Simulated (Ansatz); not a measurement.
# Ge2Sb2Te5: the cost of one run

Computed with Ansatz 0.2.0 (DFT PBE+D3(BJ), scalar-relativistic, plane waves, PAW, unless a step's input says otherwise).

### Step 1. The starting structure

It takes space group P-3m1 (No. 164, trigonal). Conventional cell: a = 4.232 Å, b = 4.232 Å, c = 16.850 Å, α = 90.00°, β = 90.00°, γ = 120.00°. Ge (site symmetry 3m) is surrounded by 6 Te at 2.95 to 2.98 Å. Around Sb (site symmetry 3m) lie 6 Te at 2.99 to 3.16 Å. Around Te (site symmetry -3m) lie 6 Ge at 2.98 Å. Te (site symmetry 3m) is surrounded by 3 Ge at 2.95 Å and 3 Sb at 3.16 Å. Te (site symmetry 3m) has 3 Sb at 2.99 Å in its first shell of neighbours.

Coordinates:

```
CELL_PARAMETERS angstrom
4.23185 0.00000 0.00000
-2.11592 3.66489 0.00000
0.00000 0.00000 16.84959
ATOMIC_POSITIONS crystal
Ge 0.33333 0.66667 0.89917
Ge 0.66667 0.33333 0.10083
Sb 0.00000 0.00000 0.68165
Sb 0.00000 0.00000 0.31835
Te 0.00000 0.00000 0.00000
Te 0.66667 0.33333 0.80056
Te 0.33333 0.66667 0.19944
Te 0.33333 0.66667 0.57907
Te 0.66667 0.33333 0.42093
```

### Step 2. Single point: Ge2Sb2Te5, no spin

The input, input.yaml:

```yaml
crystal:
  lattice:
    - [4.2318496344, 0.0, 0.0]
    - [-2.1159248172, 3.6648892884, 0.0]
    - [0.0, 0.0, 16.8495924964]
  atoms:
    - { symbol: Ge, position: [0.3333333333, 0.6666666667, 0.8991738485] }
    - { symbol: Ge, position: [0.6666666667, 0.3333333333, 0.1008261515] }
    - { symbol: Sb, position: [0.0, 0.0, 0.6816482048] }
    - { symbol: Sb, position: [0.0, 0.0, 0.3183517952] }
    - { symbol: Te, position: [0.0, 0.0, 0.0] }
    - { symbol: Te, position: [0.6666666667, 0.3333333333, 0.8005631447] }
    - { symbol: Te, position: [0.3333333333, 0.6666666667, 0.1994368553] }
    - { symbol: Te, position: [0.3333333333, 0.6666666667, 0.5790719883] }
    - { symbol: Te, position: [0.6666666667, 0.3333333333, 0.4209280117] }
scf:
  occupations: { method: gaussian, width: 0.05 }
output:
  forces: true
  stress: false
hamiltonian:
  xc: pbe
  dispersion: d3bj
kpoints:
  mp_grid: { grid: [10, 10, 2] }
```

On the command line:

```console
> ansatz run input.yaml --threads 3 --pin off --max-ram 8192MiB --backend cpu --events-out ev --progress --plain --runs-dir out
```

Q: Estimate wall time and peak memory on 3 threads of Intel Xeon at 2.30GHz, shared host.

About 8.7 s, with a peak of 0.94 GiB.
